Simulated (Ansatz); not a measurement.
# MoO3 (molybdenum trioxide): a chain of runs

Aim: a series of 19 runs (r2SCAN/def2-SVP, U-r2SCAN/def2-SVP, PBE/def2-TZVPP, UPBE/def2-TZVPP, B3LYP/def2-TZVPP, UB3LYP/def2-TZVPP, HF/def2-TZVPP, UHF/def2-TZVPP) of MoO3 and its partners. 

The results are computed with Ansatz 0.2.0.

**1. The system as given**

The species is MoO3 (4 atoms), meant as a singlet with charge 0. As SMILES, `[O]=[Mo](=[O])=[O]`. The shape is that of a PBE0-D4/def2-TZVP optimisation. The run starts from this shape.

Bond lengths: O1–Mo2 1.692 Å, Mo2–O3 1.692 Å, Mo2–O4 1.692 Å. Angles: O1–Mo2–O3 110.3°, O1–Mo2–O4 110.3°, O3–Mo2–O4 110.3°.

**2. A geometry optimisation at r2SCAN/def2-SVP (core potential, paw set gaussian, start density atoms) (run 1)**

molecule.yaml reads:

```yaml
crystal:
  periodic: [false, false, false]
  atoms:
    - {symbol: O, position_ang: [-0.968000, -0.149800, 1.262500]}
    - {symbol: Mo, position_ang: [-0.138100, -0.336500, -0.200300]}
    - {symbol: O, position_ang: [1.507000, -0.607600, 0.088800]}
    - {symbol: O, position_ang: [-0.345200, 1.033600, -1.171400]}
basis:
  gaussian:
    orbitals: def2-SVP
magnetization:
  spin_polarized: false
hamiltonian:
  xc: r2scan
relax: {}
```

The run is started by

```console
$ ansatz run molecule.yaml --threads 1 --pin off --max-ram 3480MiB --events-out events.jsonl --progress --plain --runs-dir runs
```

Standard output, cut to the lines that bear on the results:

```text
Warning: RAYON_NUM_THREADS=1 ignored (pool sized by the plan → 1); use --threads N
[...]
Functional definition: r2SCAN
  name "r2SCAN"
[...]
732 factors; their error is unknown
[...]
mean field -7991.88920634 eV, -293.6965112358 hartree, gradient 1.5e-5 eV, S^2 0.000000; 0 other end points of the search recorded, 0 dependent functions left out
[...]
reference -7991.88922983 eV, -293.6965120990 hartree; 19, 19 occupied and 54, 54 virtual orbitals, 732 factors
relax step   1: F+E_penalty+E_count = -7991.88920634 eV  Δ(F+E_penalty+E_count) = +0.000e0 eV  max|allowed force component| = 7.068e-1 eV/Å  Δτ_max = 0.0000 Å  (30 SCF iters, accepted)
[...]
relax step   2: F+E_penalty+E_count = -7991.90399209 eV  Δ(F+E_penalty+E_count) = -1.479e-2 eV  max|allowed force component| = 1.628e-2 eV/Å  Δτ_max = 0.0231 Å  (29 SCF iters, accepted)
[...]
relax step   3: F+E_penalty+E_count = -7991.90401441 eV  Δ(F+E_penalty+E_count) = -2.231e-5 eV  max|allowed force component| = 1.792e-3 eV/Å  Δτ_max = 0.0012 Å  (31 SCF iters, accepted)
732 factors; their error is unknown
mean field -7991.90401441 eV, -293.6970554224 hartree, gradient 1.9e-5 eV, S^2 0.000000; 1 other end points of the search recorded, 0 dependent functions left out
[...]
reference -7991.90403791 eV, -293.6970562862 hartree; 19, 19 occupied and 54, 54 virtual orbitals, 732 factors
Total energy: -7991.90403791 eV, -293.6970562862 hartree
Atom 0 at    -0.966434    -0.144315     1.267396 Å, force    -0.001018     0.000111     0.001698 eV/Å
Atom 1 at    -0.146315    -0.353864    -0.210801 Å, force    -0.000485    -0.001393    -0.000648 eV/Å
Atom 2 at     1.511341    -0.602584     0.092325 Å, force     0.001792    -0.000387     0.000270 eV/Å
Atom 3 at    -0.342892     1.040464    -1.169320 Å, force    -0.000289     0.001669    -0.001320 eV/Å
Dipole moment:    -0.401068    -0.847996    -0.514914 e Å
```

Wall time 15 s (1 thread of Arm Neoverse V2, shared host); peak memory 0.12 GiB.

The path in brief:

| step | energy from the first frame kept (eV) | largest force (eV/Å) |
| --- | --- | --- |
| 1 | 0.0000 | 0.8887 |
| 2 | -0.0148 | 0.0189 |
| 3 | -0.0148 | 0.0021 |

After the run. Bond lengths: O1–Mo2 1.703 Å, Mo2–O3 1.703 Å, Mo2–O4 1.703 Å. Angles: O1–Mo2–O3 109.4°, O1–Mo2–O4 109.4°, O3–Mo2–O4 109.4°.

**3. The doublet cation: a geometry optimisation at U-r2SCAN/def2-SVP (core potential, paw set gaussian, start density atoms) (run 2)**

job.yaml reads:

```yaml
crystal:
  periodic: [false, false, false]
  atoms:
    - {symbol: O, position_ang: [-0.968000, -0.149800, 1.262500]}
    - {symbol: Mo, position_ang: [-0.138100, -0.336500, -0.200300]}
    - {symbol: O, position_ang: [1.507000, -0.607600, 0.088800]}
    - {symbol: O, position_ang: [-0.345200, 1.033600, -1.171400]}
basis:
  gaussian:
    orbitals: def2-SVP
total_charge: 1
magnetization:
  spin_polarized: true
  initial_magnetization: 1
hamiltonian:
  xc: r2scan
relax: {}
```

The run is started by

```console
$ ansatz run job.yaml --threads 1 --pin off --max-ram 3480MiB --events-out events.jsonl --progress --plain --runs-dir runs
```

Standard output:

```text
Warning: RAYON_NUM_THREADS=1 ignored (pool sized by the plan → 1); use --threads N
[... 8 lines left out ...]
732 factors; their error is unknown
[... 19 lines left out ...]
732 factors; their error is unknown
[... 12 lines left out ...]
732 factors; their error is unknown
[... 12 lines left out ...]
732 factors; their error is unknown
[... 11 lines left out ...]
732 factors; their error is unknown
[... 12 lines left out ...]
732 factors; their error is unknown
[... 12 lines left out ...]
732 factors; their error is unknown
[... 12 lines left out ...]
732 factors; their error is unknown
[... 5 lines left out ...]
732 factors; their error is unknown
[... 5 lines left out ...]
732 factors; their error is unknown
[... 6 lines left out ...]
732 factors; their error is unknown
[... 5 lines left out ...]
732 factors; their error is unknown
[... 4 lines left out ...]
732 factors; their error is unknown
[... 5 lines left out ...]
Total energy: -7980.96113604 eV, -293.2949120597 hartree
[... 4 lines left out ...]
Dipole moment:    -0.293889    -0.825127    -0.476269 e Å
```

It took 4.4 min on 1 thread of Arm Neoverse V2, shared host; peak memory 0.2 GiB.

Step by step:

| step | energy from the first frame kept (eV) | largest force (eV/Å) |
| --- | --- | --- |
| 1 | 0.0000 | 2.9902 |
| 2 | -0.2200 | 1.1082 |
| 3 | -0.2368 | 0.1662 |
| 4 | -0.2375 | 0.1954 |
| 5 | -0.2386 | 0.4861 |
| 6 | -0.2438 | 0.9840 |
| 7 | -0.2597 | 1.2327 |
| 8 | -0.2784 | 0.9021 |
| 9 | -0.2696 | 1.6630 |
| 10 | -0.2966 | 0.3593 |
| 11 | -0.3003 | 0.5104 |
| 12 | -0.3043 | 1.2149 |
| 13 | -0.3155 | 0.7984 |
| 14 | -0.3364 | 0.2549 |
| 15 | -0.3382 | 0.2227 |
| 16 | -0.3393 | 0.0586 |
| 17 | -0.3394 | 0.0259 |
| 18 | -0.3394 | 0.0187 |
| 19 | -0.3394 | 0.0013 |

After the run. Bond lengths: O1–Mo2 1.669 Å, Mo2–O3 1.818 Å, Mo2–O4 1.669 Å. Angles: O1–Mo2–O3 102.9°, O1–Mo2–O4 106.4°, O3–Mo2–O4 102.9°.

Runs 3 to 12 aren't shown in full; the table further down has their settings and results.

**4. The O atom: a single-point energy at UB3LYP/def2-TZVPP (paw set gaussian, start density atoms) (run 13)**

in.yaml reads:

```yaml
crystal:
  periodic: [false, false, false]
  atoms:
    - {symbol: O, position_ang: [1.507000, -0.607600, 0.088800]}
basis:
  gaussian:
    orbitals: def2-TZVPP
hamiltonian:
  xc: {name: B3LYP}
magnetization:
  spin_polarized: true
  initial_magnetization: 2
```

The run is started by

```console
$ ansatz run in.yaml --threads 1 --pin off --max-ram 3480MiB --events-out events.jsonl --progress --plain --runs-dir runs
```

Standard output:

```text
Warning: RAYON_NUM_THREADS=1 ignored (pool sized by the plan → 1); use --threads N
Functional definition: B3LYP
  name "B3LYP"
  parameter a0 = 0.2
  parameter ax = 0.72
  parameter ac = 0.81
  exchange = (1 - a0 - ax)*slater_x + ax*b88_x + a0*exact_x
  correlation = (1 - ac)*vwn_rpa_c + ac*lyp_c
151 factors; their error is unknown
mean field evaluation 1: about -2043.2923 eV, gradient 8.1e0 eV
mean field evaluation 2: about -2043.3840 eV, gradient 5.2e0 eV
mean field evaluation 4: about -2043.4694 eV, gradient 4.3e-2 eV
mean field evaluation 8: about -2043.4736 eV, gradient 1.2e-3 eV
mean field -2043.47362820 eV, -75.0962707203 hartree, gradient 8.3e-6 eV, S^2 2.003434; 0 other end points of the search recorded, 0 dependent functions left out
reference -2043.47373854 eV, -75.0962747752 hartree; 5, 3 occupied and 26, 28 virtual orbitals, 151 factors
Total energy: -2043.47373854 eV, -75.0962747752 hartree
```

Wall time 0.16 s (1 thread of Arm Neoverse V2, shared host).

Runs 14 to 18 aren't shown in full; the table further down has their settings and results.

**5. MoO2: the energy at HF/def2-TZVPP (core potential, paw set gaussian, start density atoms) (run 19)**

molecule.yaml reads:

```yaml
basis:
  gaussian:
    orbitals: def2-TZVPP
crystal:
  periodic: [false, false, false]
  atoms:
    - {symbol: O, position_ang: [-0.963605, -0.103507, 1.207021]}
    - {symbol: Mo, position_ang: [-0.115785, -0.370023, -0.210858]}
    - {symbol: O, position_ang: [-0.371910, 1.020830, -1.105363]}
hamiltonian:
  xc: hf
```

The run is started by

```console
$ ansatz run molecule.yaml --threads 1 --pin off --max-ram 3480MiB --events-out events.jsonl --progress --plain --runs-dir runs
```

Standard output:

```text
Warning: RAYON_NUM_THREADS=1 ignored (pool sized by the plan → 1); use --threads N
Functional definition: HF
  name "HF"
  exchange = exact_x
  correlation = 0
813 factors; their error is unknown
mean field evaluation 1: about -5898.0505 eV, gradient 8.0e1 eV
mean field evaluation 2: about -5852.2429 eV, gradient 1.9e2 eV
mean field evaluation 4: about -5910.9134 eV, gradient 2.8e0 eV
mean field evaluation 8: about -5911.0668 eV, gradient 5.8e-1 eV
mean field evaluation 16: about -5911.1130 eV, gradient 5.6e-2 eV
mean field evaluation 32: about -5911.4738 eV, gradient 2.6e-5 eV
mean field evaluation 64: about -5911.2064 eV, gradient 1.5e0 eV
mean field evaluation 96: about -5905.0823 eV, gradient 4.9e1 eV
mean field evaluation 128: about -5910.0668 eV, gradient 4.7e0 eV
mean field evaluation 160: about -5911.4311 eV, gradient 1.2e0 eV
mean field -5911.47381415 eV, -217.2426557292 hartree, gradient 1.6e-5 eV, S^2 0.000000; 3 other end points of the search recorded, 0 dependent functions left out
reference -5911.47381415 eV, -217.2426557292 hartree; 15, 15 occupied and 103, 103 virtual orbitals, 813 factors
Total energy: -5911.47381415 eV, -217.2426557292 hartree
```

Run time: 3.9 s. Hardware: 1 thread of Arm Neoverse V2, shared host; peak memory 0.2 GiB.

**6. The series**

| run | level | broken bond | fragment atoms | partner | energy (Eh) | wall time |
| --- | --- | --- | --- | --- | --- | --- |
| 1 | r2SCAN/def2-SVP (core potential, paw set gaussian, start density atoms) | – | – | base | -293.697056 | 15 s |
| 2 | U-r2SCAN/def2-SVP (core potential, paw set gaussian, start density atoms) | – | – | cation | -293.294912 | 4.4 min |
| 3 | U-r2SCAN/def2-SVP (core potential, paw set gaussian, start density atoms) | – | – | anion | -293.803236 | 40 s |
| 4 | r2SCAN/def2-SVP (core potential, paw set gaussian, start density atoms) | (3, 2) | (1, 2, 4) | fragment | -218.474835 | 19 s |
| 5 | PBE/def2-TZVPP (core potential, paw set gaussian, start density atoms) | – | – | base | -293.894169 | 2.5 s |
| 6 | UPBE/def2-TZVPP (core potential, paw set gaussian, start density atoms) | – | – | cation | -293.493906 | 17 s |
| 7 | UPBE/def2-TZVPP (core potential, paw set gaussian, start density atoms) | – | – | anion | -293.996180 | 5.4 s |
| 8 | UPBE/def2-TZVPP (paw set gaussian, start density atoms) | (3, 2) | (3) | fragment | -75.009672 | 0.3 s |
| 9 | PBE/def2-TZVPP (core potential, paw set gaussian, start density atoms) | (3, 2) | (1, 2, 4) | fragment | -218.619236 | 3.9 s |
| 10 | B3LYP/def2-TZVPP (core potential, paw set gaussian, start density atoms) | – | – | base | -294.073013 | 3.9 s |
| 11 | UB3LYP/def2-TZVPP (core potential, paw set gaussian, start density atoms) | – | – | cation | -293.666745 | 24 s |
| 12 | UB3LYP/def2-TZVPP (core potential, paw set gaussian, start density atoms) | – | – | anion | -294.188756 | 7.2 s |
| 13 | UB3LYP/def2-TZVPP (paw set gaussian, start density atoms) | (3, 2) | (3) | fragment | -75.096275 | 0.16 s |
| 14 | B3LYP/def2-TZVPP (core potential, paw set gaussian, start density atoms) | (3, 2) | (1, 2, 4) | fragment | -218.738251 | 2.6 s |
| 15 | HF/def2-TZVPP (core potential, paw set gaussian, start density atoms) | – | – | base | -292.177195 | 3.6 s |
| 16 | UHF/def2-TZVPP (core potential, paw set gaussian, start density atoms) | – | – | cation | -291.862617 | 74 s |
| 17 | UHF/def2-TZVPP (core potential, paw set gaussian, start density atoms) | – | – | anion | -292.306413 | 16 s |
| 18 | UHF/def2-TZVPP (paw set gaussian, start density atoms) | (3, 2) | (3) | fragment | -74.815624 | 0.06 s |
| 19 | HF/def2-TZVPP (core potential, paw set gaussian, start density atoms) | (3, 2) | (1, 2, 4) | fragment | -217.242656 | 3.9 s |

**7. What came out**

```
                                                                                                                                        quantity          value
                                                                                                                      MoO2, run 19: total energy  -217.24266 Eh
                                                         adiabatic electron affinity (to the doublet anion, no zero-point term), r2SCAN/def2-SVP       2.889 eV
                     adiabatic electron affinity (to the doublet anion, shapes relaxed at r2SCAN/def2-SVP, no zero-point term), B3LYP/def2-TZVPP       3.150 eV
                        adiabatic electron affinity (to the doublet anion, shapes relaxed at r2SCAN/def2-SVP, no zero-point term), HF/def2-TZVPP       3.516 eV
  dissociation energy of the O3–Mo2 bond into triplet O and singlet MoO2 (shapes relaxed at r2SCAN/def2-SVP, no zero-point term), PBE/def2-TZVPP       7.218 eV
dissociation energy of the O3–Mo2 bond into triplet O and singlet MoO2 (shapes relaxed at r2SCAN/def2-SVP, no zero-point term), B3LYP/def2-TZVPP       6.490 eV
                                                        adiabatic ionisation energy (to the doublet cation, no zero-point term), r2SCAN/def2-SVP      10.943 eV
                      adiabatic ionisation energy (to the doublet cation, shapes relaxed at r2SCAN/def2-SVP, no zero-point term), PBE/def2-TZVPP      10.892 eV
                       adiabatic ionisation energy (to the doublet cation, shapes relaxed at r2SCAN/def2-SVP, no zero-point term), HF/def2-TZVPP       8.560 eV
```

At r2SCAN/def2-SVP: the adiabatic electron affinity (to the doublet anion, no zero-point term) is 2.89 eV (67 kcal/mol). At B3LYP/def2-TZVPP: the adiabatic electron affinity (to the doublet anion, shapes relaxed at r2SCAN/def2-SVP, no zero-point term) is 3.15 eV (73 kcal/mol). At HF/def2-TZVPP: the adiabatic electron affinity (to the doublet anion, shapes relaxed at r2SCAN/def2-SVP, no zero-point term) is 3.52 eV (339 kJ/mol). Its partner is spin-contaminated (⟨S²⟩ = 0.91 against 0.75), so the difference is in doubt. At PBE/def2-TZVPP: the dissociation energy of the O3–Mo2 bond into triplet O and singlet MoO2 (shapes relaxed at r2SCAN/def2-SVP, no zero-point term) is 7.22 eV (696 kJ/mol). At B3LYP/def2-TZVPP: the dissociation energy of the O3–Mo2 bond into triplet O and singlet MoO2 (shapes relaxed at r2SCAN/def2-SVP, no zero-point term) is 6.49 eV (150 kcal/mol). Totals of different functionals can't be ranked against each other. Spin contamination of the reference: run 16 ⟨S²⟩ = 1.96, run 17 ⟨S²⟩ = 0.91. Where it is this large, the reference is a mixture of spin states, and values that rest on it are in doubt. All runs together took 8.4 min, the longest 4.4 min.
